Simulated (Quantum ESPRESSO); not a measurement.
Runs of Quantum ESPRESSO 7.5 on ReS2. Symmetry: R-3m, No. 166, trigonal system. Conventional cell: a = 3.644 Å, b = 3.644 Å, c = 16.525 Å, α = 90.00°, β = 90.00°, γ = 120.00°. Around Re (site symmetry -3m) lie 6 S at 2.50 Å. S (site symmetry 3m) is surrounded by 3 Re at 2.50 Å. The cell was built by a generator and needn't be a form met in nature.

| U | gap on the mesh (eV) | pressure (GPa) | moment (μB) | largest force (eV/Å) |
| --- | --- | --- | --- | --- |
| Re d U = 6 eV | 1.56 | -5.4 | 0.00 | 0.68 |
| Re d U = 8 eV | 1.94 | -3.3 | 0.00 | (b) |
| Re d U = 5 eV | 1.19 | -6.5 | 0.00 | (a) |
| Re d U = 2 eV | 0.26 | -9.7 | 0.00 | 1.13 |
| Re d U = 1 eV | none | -19.1 | 0.00 | 1.37 |
| Re d U = 4 eV | 0.85 | -7.5 | 0.00 | 0.90 |
| Re d U = 3 eV | (c) | -8.6 | 0.00 | 1.02 |

Alike in all rows: task single point; level LDA+U; potentials or basis GBRV 1.5 LDA; spin collinear, antiferromagnetic start; cell as given; k mesh 3 × 3 × 3; cutoff (eV) 612; smearing gaussian 0.05 eV; the mesh is coarse, so values aren't converged.

**Question.** Fill in the values left out.

**Answer.** (a) 0.79; (b) 0.45; (c) 0.54.

Caveats: all runs use coarse meshes; spin-orbit coupling is left out, which moves the levels of the heavy elements (some runs); an odd mesh through Γ misses points on the zone boundary, where band edges often lie (some runs); forces of over 1 eV/Å show positions far from the minimum, so gaps and moduli don't describe the material at rest (some runs).

A k mesh can miss the band edges, and the runs leave out spin-orbit coupling on Re.

A gap of «none» marks a metal or a gap under the smearing width.
